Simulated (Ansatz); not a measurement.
# CH2ClNSn: up Jacob's ladder to CCSD(T)

An exercise on one series of results from a longer session: the logs are not shown, and one member is left open.

Computed with Ansatz 0.2.0, Gaussian basis. Level: functionals in def2-TZVPP, the program's frozen cores in correlated methods.

The runs, in order: LDA (SPW92), PBE-D4, revPBE-D4, BLYP-D4, r2SCAN-D4, B97M-V, PBE0-D4, B3LYP-D4, r2SCANh-D4, r2SCAN0-D4, HSE06-D4, BHLYP-D4, CAM-B3LYP-D4, LC-ωPBE, ωB97X-V, ωB97M-V, B2PLYP, PBE-QIDH; CCSD(T)/def2-SVP; CCSD(T)/def2-TZVPP; MP2/def2-QZVPP; extrapolation to the limit; RPA on PBE.

### Structure used throughout

An earlier PBE0-D4 in a triple-zeta def2 set relaxation fixed the geometry. Sn takes the def2 core potential; no spin-orbit term is included.

6 atoms, charge 0, spin multiplicity 1.

Atoms are counted from 1 here; the program's logs count them from 0.

Bond lengths: N1–C2 1.152 Å, C2–Sn3 2.106 Å, Sn3–Cl4 2.311 Å, Sn3–H5 1.692 Å, Sn3–H6 1.692 Å. Angles: N1–C2–Sn3 178.7°, C2–Sn3–Cl4 105.2°, C2–Sn3–H5 108.3°, C2–Sn3–H6 108.3°, Cl4–Sn3–H5 108.4°, Cl4–Sn3–H6 108.4°, H5–Sn3–H6 117.5°.

Set-up of the first run:

Contents of in.yaml:

```yaml
crystal:
  periodic: [false, false, false]
  atoms:
    - {symbol: N, position_ang: [1.805228, -1.621133, 1.077543]}
    - {symbol: C, position_ang: [1.044605, -0.885964, 0.621271]}
    - {symbol: Sn, position_ang: [-0.317688, 0.495020, -0.198820]}
    - {symbol: Cl, position_ang: [-1.933950, -0.791876, -1.235351]}
    - {symbol: H, position_ang: [0.487855, 1.396238, -1.382122]}
    - {symbol: H, position_ang: [-1.044049, 1.343716, 1.071380]}
basis:
  gaussian: {orbitals: def2-TZVPP}
hamiltonian: {xc: lda}
output: {orbitals: {seedname: orbitals}}
```

Among the steps run: LDA; PBE-D4 (GGA); revPBE-D4 (GGA); BLYP-D4 (GGA); r2SCAN-D4 (meta-GGA); B97M-V (meta-GGA); PBE0-D4 (hybrid); B3LYP-D4 (hybrid); r2SCANh-D4 (hybrid); r2SCAN0-D4 (hybrid); HSE06-D4 (hybrid); BHLYP-D4 (hybrid); CAM-B3LYP-D4 (range-separated); LC-ωPBE-D4 (range-separated; the results give it without D4); ωB97X-V (range-separated); ωB97M-V (range-separated); B2PLYP (double hybrid); PBE-QIDH (double hybrid).

One of the session's tables, all rows but one given; the rest of the session is left out.

It belongs to the step «Orbital energies across the functionals». 

| functional | HOMO (eV) | LUMO (eV) | gap (eV) |
| --- | --- | --- | --- |
| LDA (SPW92) | -8.04 | -2.80 | 5.25 |
| PBE-D4 | -7.93 | -2.51 | 5.42 |
| revPBE-D4 | -7.88 | -2.40 | 5.48 |
| BLYP-D4 | -7.78 | -2.43 | 5.35 |
| r2SCAN-D4 | -8.29 | -2.27 | 6.02 |
| B97M-V | -8.38 | -2.27 | 6.12 |
| PBE0-D4 | -9.31 | -1.65 | 7.66 |
| B3LYP-D4 | -9.05 | -1.91 | 7.14 |
| r2SCANh-D4 | -8.79 | -1.96 | 6.83 |
| r2SCAN0-D4 | -9.55 | -1.50 | 8.04 |
| HSE06-D4 | -8.91 | -2.02 | 6.89 |
| BHLYP-D4 | ? | ? | ? |
| CAM-B3LYP-D4 | -10.68 | -0.68 | 10.00 |
| LC-ωPBE | -12.10 | 0.49 | 12.59 |
| ωB97X-V | -11.73 | 0.37 | 12.10 |
| ωB97M-V | -11.56 | 0.16 | 11.72 |

**Question.** Estimate the row for BHLYP-D4.

Worked estimate for «HOMO (eV)». Against the share of exact exchange, BLYP-D4 (0, -7.78), B3LYP-D4 (0.2, -9.05) give a slope of -6.35 per unit share; at 0.5 the line stands at -10.95.

**Answer.** HOMO (eV): -10.56; LUMO (eV): -0.79; gap (eV): 9.77. In «HOMO (eV)» the line misses by -0.39.
